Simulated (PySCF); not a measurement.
# CH8OSi2: the cost of one run

Programs: PySCF 2.14.0, with density-fitted response routines of our own. Each step states its level of theory. These are calculated values for one molecule in the gas phase, unless marked as measured. Atoms are numbered from 0 throughout.

### Step 1. Starting geometry

12 atoms, charge 0, multiplicity 1; geometry from: GFN2-xTB. The atoms were then displaced at random by about 0.01 Å, so the start is not that level's minimum.

Bonds of the start (Å): C0–Si1 1.93, Si1–O2 1.63, O2–Si3 1.57, C0–H4 1.08, C0–H5 1.07, C0–H6 1.08, Si1–H7 1.47, Si1–H8 1.48, Si3–H9 1.47, Si3–H10 1.48, Si3–H11 1.47.

### Step 2. Relaxing the molecule at PBE0-D3(BJ)/def2-SVP

Job settings and geometry (Å):

```
{"job": {"xc": "PBE0", "basis": "def2-SVP", "d3": "d3bj", "grid": 1, "shake": 0.01, "kind": "geom"}, "charge": 0, "multiplicity": 1}
C      1.907510    -0.541330     0.331110
Si     0.689460     0.729830    -0.456230
O     -0.841580     0.420640     0.020890
Si    -2.151160    -0.145270     0.680670
H      1.636840    -1.540880     0.027500
H      2.906630    -0.321260     0.014990
H      1.866450    -0.470370     1.412770
H      0.691380     0.619400    -1.918300
H      0.972520     2.106210     0.011760
H     -1.846250    -1.297760     1.535360
H     -2.756150     0.945760     1.478910
H     -3.035960    -0.533240    -0.427810
```

The run is started by

```sh
> OMP_NUM_THREADS=1 python probes_run.py task.json out
```

One launch serves the whole session: the jobs run in the order shown.

Q: Estimate the wall time and peak memory of this first job on 1 thread of Arm Neoverse N1, shared host.

About 30 s, with a peak of 0.43 GiB.
